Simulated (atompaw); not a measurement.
# V: the cost of one run

Method: atompaw 4.2.0.5, LDA (PW92), scalar-relativistic.

## 1. Starting point

Typed settings, in words:

```
element                 : vanadium (V, Z = 23)
type                    : PAW
frozen core             : [Ar]
valence charge          : 5
reference configuration : 3d3 4s1 4p0 (charge +1)
partial waves           : 4s (bound): rc 2.45 bohr; 4s channel at 5.97 Ry: rc 2.45 bohr; 4p (bound, empty): rc 2.45 bohr; 4p channel at 0.2 Ry: rc 2.45 bohr; 3d (bound): rc 1.40 bohr; 3d channel at 3.9 Ry: rc 2.45 bohr
local potential         : bessel scheme, radius 1.65 bohr
core correction         : smooth core density matched at 2.10 bohr
augmentation charge     : sinc compensation charge, radius 2.15 bohr; PAW radius 2.45 bohr; waves and projectors: custom rrkj vanderbiltortho
```

An earlier all-electron run gives the scale for the radii.

All-electron outer shells of the reference configuration (LDA (PW92), scalar-relativistic, ld1.x):

```tsv
shell	level (eV)	outermost node (bohr)	outermost maximum (bohr)
3s	-77.51	0.38	0.82
3p	-51.64	0.35	0.84
3d	-12.92	–	0.88
4s	-11.16	1.17	2.59
4p	-7.01	1.29	3.16
```

## 2. The generation run

Contents of V.input:

```
V 23
LDA-PW scalarrelativistic loggrid 1500 logderivrange -3 5 201
4 4 3 0 0 0
4 0 1
4 1 0
3 2 3
0 0 0
c
c
c
v
c
c
v
v
2
2.45 2.15 1.65 2.10
y
5.97
n
y
0.2
n
y
3.9
n
custom rrkj vanderbiltortho sinc
bessel
2.45
2.45
2.45
2.45
1.40
2.45
PWSCFOUT
UPFDX 0.0125d0 UPFXMIN -7.d0 UPFZMESH 23.d0
END
```

The run is started by

```sh
$ atompaw < V.input > V.log
```

**Question.** How long does this run take on 1 thread of Intel Xeon 6975P-C, shared host?

About 1.9 s.
